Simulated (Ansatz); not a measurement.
# C2H6BFOSn: the cost of one run

Program: Ansatz 0.2.0. Level of theory: RKS PBE-D4/def2-SVP. These are calculated values, not measurements.

### Step 1. Starting point

Bond lengths: C1–C2 1.568 Å, C2–F3 1.374 Å, C2–O4 1.316 Å, C2–B5 1.585 Å, O4–B5 1.444 Å, B5–Sn6 2.197 Å, C1–H7 1.078 Å, C1–H8 1.090 Å, C1–H9 1.157 Å, Sn6–H10 1.731 Å, Sn6–H11 1.747 Å, Sn6–H12 1.776 Å. Angles (14 of 22 angles, heavy atoms first): C1–C2–F3 119.4°, C1–C2–O4 116.1°, C1–C2–B5 118.4°, F3–C2–O4 111.3°, F3–C2–B5 117.5°, O4–C2–B5 58.8°, C2–O4–B5 69.9°, C2–B5–O4 51.3°, C2–B5–Sn6 141.5°, O4–B5–Sn6 151.0°, C2–C1–H7 109.0°, C2–C1–H8 108.0°, C2–C1–H9 104.6°, B5–Sn6–H10 109.8°.

Structure file:

```xyz
12

C    -0.6135   -0.9103    1.5437
C    -0.6769    0.5759    1.0488
F    -0.5593    1.5967    1.9605
O    -1.5923    0.8467    0.1427
B    -0.2782    0.8867   -0.4534
Sn    1.1424    0.2810   -2.0155
H     0.3659   -1.1031    1.9505
H    -0.8498   -1.5575    0.6993
H    -1.4178   -0.9757    2.3730
H     1.9411    1.6770   -2.6548
H     0.2611   -0.5702   -3.2608
H     2.3542   -0.8024   -1.3000
```

### Step 2. Relaxing end A

input.yaml reads:

```yaml
crystal:
  periodic: [false, false, false]
  atoms:
    - { symbol: C, position_ang: [-0.6135, -0.9103, 1.5437] }
    - { symbol: C, position_ang: [-0.6769, 0.5759, 1.0488] }
    - { symbol: F, position_ang: [-0.5593, 1.5967, 1.9605] }
    - { symbol: O, position_ang: [-1.5923, 0.8467, 0.1427] }
    - { symbol: B, position_ang: [-0.2782, 0.8867, -0.4534] }
    - { symbol: Sn, position_ang: [1.1424, 0.281, -2.0155] }
    - { symbol: H, position_ang: [0.3659, -1.1031, 1.9505] }
    - { symbol: H, position_ang: [-0.8498, -1.5575, 0.6993] }
    - { symbol: H, position_ang: [-1.4178, -0.9757, 2.373] }
    - { symbol: H, position_ang: [1.9411, 1.677, -2.6548] }
    - { symbol: H, position_ang: [0.2611, -0.5702, -3.2608] }
    - { symbol: H, position_ang: [2.3542, -0.8024, -1.3] }
basis:
  gaussian: { orbitals: def2-SVP }
hamiltonian:
  xc: pbe
  dispersion: d4
relax:
  f_tol: 0.02
  max_steps: 50
output:
  orbitals: {}
```

Run with:

```sh
$ ansatz run input.yaml --threads 2 --pin off --max-ram 3072MiB --backend cpu --events-out ev --progress --plain --runs-dir out
```

Q: Estimate wall time and peak memory on 2 threads of Intel Xeon 6975P-C (Granite Rapids), shared host.

About 44 s, with a peak of 0.2 GiB.
